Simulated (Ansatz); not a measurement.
# C2H7BOSSi: the cost of one run

Method: RKS CAM-B3LYP/6-31G, in Ansatz 0.2.0.

## Step 1: Starting point

Bond lengths: C1–C2 1.579 Å, C2–B3 1.606 Å, B3–S4 1.791 Å, C2–Si5 1.789 Å, B3–Si5 2.060 Å, Si5–O6 1.744 Å, C1–H7 1.116 Å, C1–H8 1.049 Å, C1–H9 1.087 Å, C2–H10 1.135 Å, S4–H11 1.391 Å, Si5–H12 1.431 Å, O6–H13 1.042 Å. Angles (14 of 23 angles, heavy atoms first): C1–C2–B3 114.9°, C1–C2–Si5 115.5°, B3–C2–Si5 74.5°, C2–B3–S4 148.9°, C2–B3–Si5 56.8°, S4–B3–Si5 154.3°, C2–Si5–B3 48.7°, C2–Si5–O6 114.7°, B3–Si5–O6 107.0°, C1–C2–H10 114.8°, B3–C2–H10 114.6°, Si5–C2–H10 116.6°, C2–C1–H7 108.5°, C2–C1–H8 109.2°.

As a file:

```xyz
13

C     1.4655   -1.1239   -0.1542
C     0.6069    0.0119    0.5282
B    -0.9825   -0.2101    0.4643
S    -2.4251   -1.1279    0.9984
Si   -0.0089    1.2799   -0.5735
O    -0.4081    2.7885    0.2042
H     0.9882   -1.3932   -1.1269
H     1.5244   -1.9474    0.4936
H     2.4485   -0.6907   -0.3213
H     0.9946    0.3598    1.5363
H    -2.3975   -2.0302   -0.0595
H    -0.3738    1.1048   -1.9460
H    -1.4118    2.9438   -0.0287
```

## Step 2: End point A

Contents of input.yaml:

```yaml
crystal:
  periodic: [false, false, false]
  atoms:
    - { symbol: C, position_ang: [1.4655, -1.1239, -0.1542] }
    - { symbol: C, position_ang: [0.6069, 0.0119, 0.5282] }
    - { symbol: B, position_ang: [-0.9825, -0.2101, 0.4643] }
    - { symbol: S, position_ang: [-2.4251, -1.1279, 0.9984] }
    - { symbol: Si, position_ang: [-0.0089, 1.2799, -0.5735] }
    - { symbol: O, position_ang: [-0.4081, 2.7885, 0.2042] }
    - { symbol: H, position_ang: [0.9882, -1.3932, -1.1269] }
    - { symbol: H, position_ang: [1.5244, -1.9474, 0.4936] }
    - { symbol: H, position_ang: [2.4485, -0.6907, -0.3213] }
    - { symbol: H, position_ang: [0.9946, 0.3598, 1.5363] }
    - { symbol: H, position_ang: [-2.3975, -2.0302, -0.0595] }
    - { symbol: H, position_ang: [-0.3738, 1.1048, -1.946] }
    - { symbol: H, position_ang: [-1.4118, 2.9438, -0.0287] }
basis:
  gaussian: { orbitals: "6-31G" }
hamiltonian:
  xc: cam_b3lyp
relax:
  f_tol: 0.02
  max_steps: 50
```

Command:

```
ansatz run input.yaml --threads 2 --pin off --max-ram 3072MiB --backend cpu --events-out ev --progress --plain --runs-dir out
```

**Question.** How long does this run take on 2 threads of Arm Neoverse V2, shared host, and how much memory does it need?

About 77 s, with a peak of 0.22 GiB.
